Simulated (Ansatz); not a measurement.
# BH3O2: the cost of one run

Method: PBE0-D4/def2-TZVP structures, single points in def2-TZVPP, no counterpoise correction; program: Ansatz 0.2.0, Gaussian basis.

Levels: SPW92, PBE-D4, BLYP-D4, r2SCAN-D4, B97M-V, PBE0-D4, B3LYP-D4, r2SCAN0-D4, BHLYP-D4, CAM-B3LYP-D4, wB97X-V, wB97M-V, B2PLYP, PBE-QIDH, RPA on PBE, Hartree-Fock, MP2, CCSD, CCSD(T).

Cores are frozen in the correlated methods. B3LYP uses VWN-RPA correlation. B2PLYP carries no dispersion term here.

113 further runs of the same task are left out: 113 set aside as unsound or not needed.

**1. Where the work starts**

The complex: 10 atoms, charge 0, spin multiplicity 1.

Atoms are counted from 1 here; the program's logs count them from 0.

Bond lengths: B1–H2 1.191 Å, B1–O3 1.378 Å, B1–O4 1.350 Å, O3–H9 0.964 Å, O4–H10 0.959 Å, H5–F6 0.938 Å, H7–F8 0.958 Å. Angles: H2–B1–O3 117.9°, H2–B1–O4 124.8°, O3–B1–O4 117.2°, B1–O3–H9 112.6°, B1–O4–H10 113.9°.

Coordinates:

```xyz
10
charge 0, multiplicity 1
B    -1.0392    0.1128   -0.0520
H    -1.0491    0.7385    0.9611
O    -0.3399   -1.0745   -0.0701
O    -1.6980    0.4586   -1.1780
H     1.9868    0.6182    0.5053
F     1.7638    1.4028    0.0416
H     1.0208   -1.1153    0.7212
F     1.8730   -0.9349    1.1206
H    -0.3653   -1.5071   -0.9311
H    -2.1529    1.3009   -1.1186
```

Its parts: BH3O2 holds atoms 1, 2, 3, 4, 9, 10; HF holds atoms 5, 6; HF holds atoms 7, 8. Each part counts its atoms afresh in its own runs.

**2. Relaxing BH3O2 alone**

The input, relax-a/in.yaml:

```yaml
crystal:
  periodic: [false, false, false]
  atoms:
    - {symbol: B, position_ang: [-1.039196, 0.112820, -0.051981]}
    - {symbol: H, position_ang: [-1.049081, 0.738491, 0.961123]}
    - {symbol: O, position_ang: [-0.339853, -1.074497, -0.070128]}
    - {symbol: O, position_ang: [-1.698037, 0.458633, -1.178022]}
    - {symbol: H, position_ang: [-0.365254, -1.507123, -0.931109]}
    - {symbol: H, position_ang: [-2.152859, 1.300884, -1.118640]}
basis:
  gaussian: {orbitals: def2-TZVP}
hamiltonian: {xc: pbe0, dispersion: d4}
relax: {f_tol: 0.005, max_steps: 200}
```

Started as:

```console
$ ansatz run in.yaml --threads 4 --pin off --events-out ev --progress --plain --max-ram 9574MiB
```

**Question.** How long does this run take on 4 threads of Intel Xeon at 2.50GHz, shared host?

About 8.5 s.
